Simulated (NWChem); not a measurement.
**CH7NSn (SMILES C[NH][SnH3]) at 3 levels**

We compute a comparison of 3 runs (HF/STO-3G, HF/3-21G, TPSSh/def2-TZVP) of CH7NSn. 

Program for the calculation: NWChem 7.3.0.

### 1 The molecule

CH7NSn: 10 atoms, total charge 0, spin state singlet. As SMILES, `C[NH][SnH3]`. The coordinates come from a PBE0-D4/def2-TZVP relaxation.

Bond lengths: C1–N2 1.451 Å, N2–Sn3 2.028 Å, C1–H4 1.095 Å, C1–H5 1.094 Å, C1–H6 1.101 Å, N2–H7 1.011 Å, Sn3–H8 1.705 Å, Sn3–H9 1.706 Å, Sn3–H10 1.718 Å. Some angles: C1–N2–Sn3 118.3°, C1–N2–H7 111.0°, Sn3–N2–H7 112.3°, N2–C1–H4 110.3°, N2–C1–H5 109.7°, N2–C1–H6 115.2°, N2–Sn3–H8 106.4°, N2–Sn3–H9 105.8°, N2–Sn3–H10 112.2°, H4–C1–H5 106.6°.

### 2 Energy and forces at HF/STO-3G (run 1)

Input file input.nw:

```
echo
start input
title "CH7NSn"
memory total 2200 mb
geometry noautosym nocenter noautoz
   C       -0.898400       0.758000      -0.879200
   N       -0.343000      -0.532900      -0.516500
   Sn       0.897300      -0.629400       1.085100
   H       -1.664200       0.637600      -1.652700
   H       -1.396800       1.201100      -0.011700
   H       -0.168200       1.494600      -1.247500
   H        0.037300      -1.004000      -1.326200
   H        1.451700      -2.239000       1.169900
   H       -0.052600      -0.195500       2.433700
   H        2.220200       0.458400       0.948000
end
basis spherical bse
   * library STO-3G
end
scf
   thresh 1e-08
   maxiter 80
end
task scf gradient
```

Run with:

```bash
$ nwchem input.nw > input.out
```

Output:

```text
[...]
  functions       =    44
[...]
  wavefunction    = RHF
[...]
         Total SCF energy =  -6058.518400340328
      One-electron energy =  -8910.729129335039
      Two-electron energy =   2583.922762622989
 Nuclear repulsion energy =    268.287966371721
        Time for solution =      3.8s
[...]
                         RHF ENERGY GRADIENTS
    atom               coordinates                        gradient
                 x          y          z           x          y          z
   1 C      -1.697730   1.432412  -1.661447    0.011147  -0.014890   0.009852
   2 N      -0.648176  -1.007035  -0.976043   -0.017815   0.012090  -0.037818
   3 Sn      1.695651  -1.189394   2.050542   -0.003165   0.000031  -0.009406
   4 H      -3.144882   1.204889  -3.123150   -0.002547  -0.002693  -0.000383
   5 H      -2.639569   2.269750  -0.022110   -0.002256   0.000747   0.002415
   6 H      -0.317852   2.824384  -2.357433    0.002548   0.002157  -0.000513
   7 H       0.070487  -1.897285  -2.506155   -0.001526   0.001709   0.017634
   8 H       2.743315  -4.231096   2.210790    0.007539  -0.024197   0.000548
   9 H      -0.099400  -0.369441   4.599026   -0.015428   0.007015   0.018925
  10 H       4.195570   0.866250   1.791460    0.021502   0.018031  -0.001254
[...]
```

It took 6 s on 1 thread of Intel Xeon 6975P-C (Granite Rapids), shared host; peak memory 0.097 GiB.

### 3 Energy and gradient at HF/3-21G (run 2)

Input file run.py:

```python
from ase import Atoms
from ase.calculators.nwchem import NWChem

molecule = Atoms(['C', 'N', 'Sn', 'H', 'H', 'H', 'H', 'H', 'H', 'H'], positions=[
    [-0.898400, 0.758000, -0.879200],
    [-0.343000, -0.532900, -0.516500],
    [0.897300, -0.629400, 1.085100],
    [-1.664200, 0.637600, -1.652700],
    [-1.396800, 1.201100, -0.011700],
    [-0.168200, 1.494600, -1.247500],
    [0.037300, -1.004000, -1.326200],
    [1.451700, -2.239000, 1.169900],
    [-0.052600, -0.195500, 2.433700],
    [2.220200, 0.458400, 0.948000],
])

calc = NWChem(
    label='nw',
    theory='scf',
    memory='2200 mb',
    basis='3-21G',
    basispar='spherical bse',
    scf={'nopen': '0', 'rhf': None, 'thresh': '1e-08', 'maxiter': '80', 'print': 'low'},
)
molecule.calc = calc

forces = molecule.get_forces()
e = molecule.get_potential_energy()
print(f"E = {e:.6f} eV")
print("forces (eV/A):")
for s, f in zip(molecule.symbols, forces):
    print(f"{s:2s} {f[0]:10.5f} {f[1]:10.5f} {f[2]:10.5f}")
```

Run with:

```bash
$ export ASE_NWCHEM_COMMAND="nwchem PREFIX.nwi > PREFIX.nwo"
$ python run.py
```

Output:

```text
E = -165774.482751 eV
forces (eV/A):
C    -0.91284    0.95455   -0.39662
N     1.32690   -0.40582    0.09816
Sn   -0.56631   -0.06253   -0.28112
H     0.22955    0.10279    0.22394
H     0.14100   -0.12521   -0.25634
H    -0.18548   -0.22353    0.09827
H    -0.42562   -0.12578    0.00499
H     0.22173   -0.45904    0.07796
H    -0.18671    0.10290    0.46064
H     0.35774    0.24174   -0.02998
```

The calculator wrote nw.nwi:

```
title "nw"

permanent_dir nw

scratch_dir nw

start nw

geometry units angstrom nocenter noautosym noautoz
  C  -8.9839999999999998e-01 7.5800000000000001e-01 -8.7919999999999998e-01
  N  -3.4300000000000003e-01 -5.3290000000000004e-01 -5.1649999999999996e-01
  Sn 8.9729999999999999e-01 -6.2939999999999996e-01 1.0851000000000000e+00
  H  -1.6641999999999999e+00 6.3759999999999994e-01 -1.6527000000000001e+00
  H  -1.3968000000000000e+00 1.2011000000000001e+00 -1.1700000000000000e-02
  H  -1.6819999999999999e-01 1.4945999999999999e+00 -1.2475000000000001e+00
  H  3.7300000000000000e-02 -1.0040000000000000e+00 -1.3262000000000000e+00
  H  1.4517000000000000e+00 -2.2389999999999999e+00 1.1698999999999999e+00
  H  -5.2600000000000001e-02 -1.9550000000000001e-01 2.4337000000000000e+00
  H  2.2202000000000002e+00 4.5839999999999997e-01 9.4799999999999995e-01
end

memory 2200 mb

basis spherical bse noprint
   * library 3-21G
end

scf
  nopen 0
  rhf
  thresh 1e-08
  maxiter 80
  print low
end

task scf gradient
```

nw.nwo:

```text
Northwest Computational Chemistry Package (NWChem) 7.3.0
             --------------------------------------------------------

           Job information
           ---------------

    nwchem branch   = 7.3.0
    use scalapack   = T
    input           = nw.nwi
    prefix          = nw.
    data base       = nw/nw.db
    status          = startup
    nproc           =        1

           Memory information
           ------------------

    heap     =     72089594 doubles =      550.0 Mbytes
    stack    =     72089599 doubles =      550.0 Mbytes
    global   =    144179200 doubles =     1100.0 Mbytes (distinct from heap & stack)
    total    =    288358393 doubles =     2200.0 Mbytes
    verify   = yes
    hardfail = no

[... 38 lines left out ...]
            Nuclear Dipole moment (a.u.)
[... 74 lines left out ...]
       Final RHF  results
       ------------------

         Total SCF energy =  -6092.099924735136
      One-electron energy =  -8937.053838544061
      Two-electron energy =   2576.665947437205
 Nuclear repulsion energy =    268.287966371721

        Time for solution =      4.7s

                              NWChem Gradients Module
                              -----------------------

                         RHF ENERGY GRADIENTS

    atom               coordinates                        gradient
                 x          y          z           x          y          z
   1 C      -1.697730   1.432412  -1.661447    0.017752  -0.018563   0.007713
   2 N      -0.648176  -1.007035  -0.976043   -0.025804   0.007892  -0.001909
   3 Sn      1.695651  -1.189394   2.050542    0.011013   0.001216   0.005467
[... 6 lines of this table left out ...]
  10 H       4.195570   0.866250   1.791460   -0.006957  -0.004701   0.000583

 Task  times  cpu:        6.2s     wall:        6.2s
 Total times  cpu:        6.3s     wall:        6.3s
```

Run time: 7.2 s. Hardware: 1 thread of Intel Xeon 6975P-C (Granite Rapids), shared host; peak memory 0.097 GiB.

### 4 Energy and forces at TPSSh/def2-TZVP (core potential) (run 3)

Input file a.xyz:

```xyz
10
CH7NSn gradient
C     -0.898400     0.758000    -0.879200
N     -0.343000    -0.532900    -0.516500
Sn     0.897300    -0.629400     1.085100
H     -1.664200     0.637600    -1.652700
H     -1.396800     1.201100    -0.011700
H     -0.168200     1.494600    -1.247500
H      0.037300    -1.004000    -1.326200
H      1.451700    -2.239000     1.169900
H     -0.052600    -0.195500     2.433700
H      2.220200     0.458400     0.948000
```

Input file a.nw:

```
start a
title "CH7NSn gradient"
memory 2200 mb

geometry units angstrom noautosym nocenter noautoz
  load a.xyz
end

basis spherical bse
  * library def2-TZVP
end

ecp bse
  Sn library def2-TZVP
end

dft
  xc xctpssh
  grid fine
  convergence energy 1e-08
  iterations 100
  mulliken
  print medium
end

task dft gradient
```

Run with:

```bash
$ nwchem a.nw > a.out
```

Output:

```text
[...]
          Wavefunction type:  closed shell.
          No. of atoms     :    10
          No. of electrons :    42
[...]
          Charge           :     0
          Spin multiplicity:     1
[...]
          AO basis - number of functions:   154
[...]
              XC Information
              --------------
                  TPSS hybrid Method XC Functional
                     Hartree-Fock (Exact) Exchange  0.100
                  TPSS metaGGA Exchange Functional  0.900
             TPSS03 metaGGA Correlation Functional  1.000
[...]
 d= 0,ls=0.0,diis     1   -311.2595066984 -4.54D+02  6.88D-03  4.02D-01     7.0
[...]
 d= 0,ls=0.0,diis    10   -311.3089379308 -9.66D-10  1.75D-07  1.53D-09    60.9
         Total DFT energy =     -311.308937930823
      One electron energy =     -790.532490586798
           Coulomb energy =      369.314563293611
    Exchange-Corr. energy =      -32.961754352441
 Nuclear repulsion energy =      142.870743714805
[...]
  wavefunction    = closed shell
                         DFT ENERGY GRADIENTS
    atom               coordinates                        gradient
                 x          y          z           x          y          z
   1 C      -1.697730   1.432412  -1.661447    0.003390  -0.006492   0.001968
   2 N      -0.648176  -1.007035  -0.976043    0.001031   0.004010  -0.001031
   3 Sn      1.695651  -1.189394   2.050542   -0.002103   0.000613  -0.002470
   4 H      -3.144882   1.204889  -3.123150    0.000080   0.000437   0.000399
   5 H      -2.639569   2.269750  -0.022110   -0.000171   0.000267  -0.000345
   6 H      -0.317852   2.824384  -2.357433   -0.000371  -0.000184   0.000274
   7 H       0.070487  -1.897285  -2.506155   -0.001041   0.001354   0.002160
   8 H       2.743315  -4.231096   2.210790   -0.000229   0.000519  -0.000147
   9 H      -0.099400  -0.369441   4.599026    0.000188  -0.000101  -0.000509
  10 H       4.195570   0.866250   1.791460   -0.000774  -0.000423  -0.000300
[...]
```

Wall time 87 s (1 thread of Intel Xeon 6975P-C (Granite Rapids), shared host); peak memory 0.14 GiB.

### 5 The series

| run | level | iteration cap | module | energy (Eh) | dipole moment (D) | HOMO energy (eV) | LUMO energy (eV) | wall time |
| --- | --- | --- | --- | --- | --- | --- | --- | --- |
| 1 | HF/STO-3G | 80 | scf | -6058.518400 | 1.24 | -7.16 | 11.04 | 6 s |
| 2 | HF/3-21G | 80 | scf | -6092.099925 | – | – | – | 7.2 s |
| 3 | TPSSh/def2-TZVP (core potential) | 100 | dft | -311.308938 | 0.80 | -5.78 | -0.32 | 87 s |

### 6 What came out

| quantity | value |
| --- | --- |
| run 3: total energy | -311.30894 Eh |
| run 3: dipole moment | 0.80 D |
| run 3: HOMO energy | -5.78 eV |
| run 3: LUMO energy | -0.32 eV |
| run 3: HOMO–LUMO gap | 5.46 eV |
| run 3: largest force on an atom | 0.390 eV/Å |

**Reading.** Some runs of one species differ in core potentials or relativity; totals across that change don't compare. In run 1 the basis is minimal, so the values are rough. In runs 1, 2 relativity is left out where basis or elements ask for it. All runs together took 1.7 min, the longest 87 s.
